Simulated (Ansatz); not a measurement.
# Cl2HOSn radical: how energies converge with the basis set

An exercise on one series of results from a longer session: the logs are not shown, and one member is left open.

Method: one geometry, several basis sets; program: Ansatz 0.2.0, Gaussian basis.

Plan: PBE0-D4/def2-SVP; ωB97M-V/def2-SVP; PBE0-D4/def2-QZVPP; ωB97M-V/def2-QZVPP; the functionals' def2-TZVPP values are taken from earlier runs.

### The relaxed structure

All runs share one geometry, relaxed beforehand with PBE0-D4 in a triple-zeta def2 set. Sn takes the def2 core potential; no spin-orbit term is included.

SMILES `[OH][Sn]([Cl])[Cl]`, 5 atoms, charge 0, spin multiplicity 2.

Atoms are counted from 1 here; the program's logs count them from 0.

Bond lengths: O1–Sn2 1.961 Å, O1–H5 0.963 Å, Sn2–Cl3 2.330 Å, Sn2–Cl4 2.347 Å. Angles: Sn2–O1–H5 112.2°, O1–Sn2–Cl3 104.8°, O1–Sn2–Cl4 106.4°, Cl3–Sn2–Cl4 109.7°.

Set-up of the first run:

Input file in.yaml:

```yaml
crystal:
  periodic: [false, false, false]
  atoms:
    - {symbol: O, position_ang: [0.237040, 1.362180, 0.365228]}
    - {symbol: Sn, position_ang: [0.588827, -0.435376, -0.335210]}
    - {symbol: Cl, position_ang: [0.946603, -1.750757, 1.554569]}
    - {symbol: Cl, position_ang: [-1.378926, -1.120550, -1.414686]}
    - {symbol: H, position_ang: [-0.343545, 1.870903, -0.211301]}
basis:
  gaussian: {orbitals: def2-SVP}
magnetization: {spin_polarized: true, initial_magnetization: 1}
hamiltonian: {xc: pbe0, dispersion: d4}
output: {orbitals: {seedname: orbitals}}
```

Run with:

```
> ansatz run in.yaml --threads 2 --pin off --events-out ev --progress --plain --max-ram 32768MiB --backend cpu
```

Among the steps run: PBE0-D4 in def2-SVP; ωB97M-V in def2-SVP; PBE0-D4 in def2-QZVPP; ωB97M-V in def2-QZVPP.

One of the session's tables, all rows but one given; the rest of the session is left out.

It belongs to the step «Density functionals: the series». 

```
functional       basis  HOMO (eV)  LUMO (eV)
   PBE0-D4    def2-SVP      -7.30      -4.56
   PBE0-D4  def2-TZVPP          ?          ?
   PBE0-D4  def2-QZVPP      -7.50      -4.74
   ωB97M-V    def2-SVP      -9.27      -2.70
   ωB97M-V  def2-TZVPP      -9.49      -2.93
   ωB97M-V  def2-QZVPP      -9.53      -3.00
```

**Question.** Estimate the row for PBE0-D4, def2-TZVPP.

**Answer.** HOMO (eV): -7.47; LUMO (eV): -4.71. In the column «HOMO (eV)» it lies between PBE0-D4, def2-QZVPP (-7.50) and PBE0-D4, def2-SVP (-7.30).
